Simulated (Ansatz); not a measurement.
**CH6BIOSi: a ladder of functionals and wavefunction methods**

The task here is to estimate one member of a computed series from the others.

Computed with Ansatz 0.2.0, Gaussian basis. Level: functionals in def2-TZVPP, the program's frozen cores in correlated methods.

The runs, in order: PBE-D4, r2SCAN-D4, PBE0-D4, B3LYP-D4, ωB97X-V, ωB97M-V, B2PLYP; CCSD(T)/def2-TZVPP; MP2/def2-QZVPP; extrapolation to the limit.

### Structure used throughout

An earlier PBE0-D4 in a triple-zeta def2 set relaxation fixed the geometry. I takes the def2 core potential; no spin-orbit term is included.

SMILES `OB([SiH3])CI`, 11 atoms, charge 0, spin multiplicity 1.

Atoms are counted from 1 here; the program's logs count them from 0.

Bond lengths: O1–B2 1.358 Å, O1–H6 0.960 Å, B2–Si3 2.037 Å, B2–C4 1.567 Å, Si3–H7 1.491 Å, Si3–H8 1.494 Å, Si3–H9 1.487 Å, C4–I5 2.158 Å, C4–H10 1.089 Å, C4–H11 1.087 Å. Angles: B2–O1–H6 114.7°, O1–B2–Si3 122.6°, O1–B2–C4 115.8°, Si3–B2–C4 121.5°, B2–Si3–H7 111.3°, B2–Si3–H8 109.3°, B2–Si3–H9 112.6°, H7–Si3–H8 106.6°, H7–Si3–H9 108.8°, H8–Si3–H9 107.9°, B2–C4–I5 98.3°, B2–C4–H10 116.2°, B2–C4–H11 117.3°, I5–C4–H10 106.5°, I5–C4–H11 104.7°, H10–C4–H11 111.6°.

As a file:

```tsv
atom	x (Å)	y (Å)	z (Å)
O1	-1.62636	0.90256	0.26630
B2	-0.53825	0.15717	-0.05907
Si3	0.88332	-0.36322	1.30405
C4	-0.43351	-0.27982	-1.56069
I5	0.99886	1.19524	-2.21570
H6	-1.63848	1.21978	1.17205
H7	1.31779	0.81361	2.11024
H8	0.30869	-1.35141	2.26562
H9	2.07965	-0.98162	0.67388
H10	-1.32622	-0.13380	-2.16628
H11	0.03981	-1.23550	-1.76970
```

Set-up of the first run:

The input, in.yaml:

```yaml
crystal:
  periodic: [false, false, false]
  atoms:
    - {symbol: O, position_ang: [-1.626357, 0.902565, 0.266303]}
    - {symbol: B, position_ang: [-0.538253, 0.157174, -0.059074]}
    - {symbol: Si, position_ang: [0.883319, -0.363220, 1.304047]}
    - {symbol: C, position_ang: [-0.433510, -0.279817, -1.560692]}
    - {symbol: I, position_ang: [0.998857, 1.195244, -2.215702]}
    - {symbol: H, position_ang: [-1.638481, 1.219775, 1.172053]}
    - {symbol: H, position_ang: [1.317790, 0.813611, 2.110245]}
    - {symbol: H, position_ang: [0.308695, -1.351412, 2.265619]}
    - {symbol: H, position_ang: [2.079647, -0.981624, 0.673885]}
    - {symbol: H, position_ang: [-1.326222, -0.133797, -2.166281]}
    - {symbol: H, position_ang: [0.039812, -1.235498, -1.769701]}
basis:
  gaussian: {orbitals: def2-TZVPP}
hamiltonian: {xc: pbe, dispersion: d4}
output: {forces: true, orbitals: {seedname: orbitals}}
```

Launch:

```console
> ansatz run in.yaml --threads 4 --pin off --events-out ev --progress --plain --max-ram 10444MiB
```

Steps of the session up to this table: PBE-D4 (GGA); r2SCAN-D4 (meta-GGA); PBE0-D4 (hybrid); B3LYP-D4 (hybrid); ωB97X-V (range-separated); ωB97M-V (range-separated); B2PLYP (double hybrid); CCSD(T) in def2-TZVPP; MP2 in def2-QZVPP.

One table of the session follows, with a row left open; its other results are not shown here.

| method | atomisation energy (kJ/mol) |
| --- | --- |
| PBE-D4 | 3845.2 |
| r2SCAN-D4 | 3804.1 |
| PBE0-D4 | 3788.2 |
| B3LYP-D4 | 3783.1 |
| ωB97X-V | 3793.6 |
| ωB97M-V | 3788.0 |
| B2PLYP | ? |
| HF/def2-TZVPP | 2796.2 |
| MP2/def2-TZVPP | 3752.7 |
| CCSD/def2-TZVPP | 3636.4 |
| CCSD(T)/def2-TZVPP | 3694.0 |
| MP2/CBS | 3853.0 |
| CCSD(T)/CBS | 3794.2 |

**Question.** Estimate the row for B2PLYP.

**Answer.** atomisation energy (kJ/mol): 3739.6. In the column «atomisation energy (kJ/mol)» it lies between CCSD(T)/def2-TZVPP (3694.0) and MP2/def2-TZVPP (3752.7).

Limits of these values: Free atoms (1 O, 1 B, 1 Si, 1 C, 1 I, 6 H) were run apart at each level; the atomisation energy is their sum less the molecule, without zero-point or spin-orbit terms.
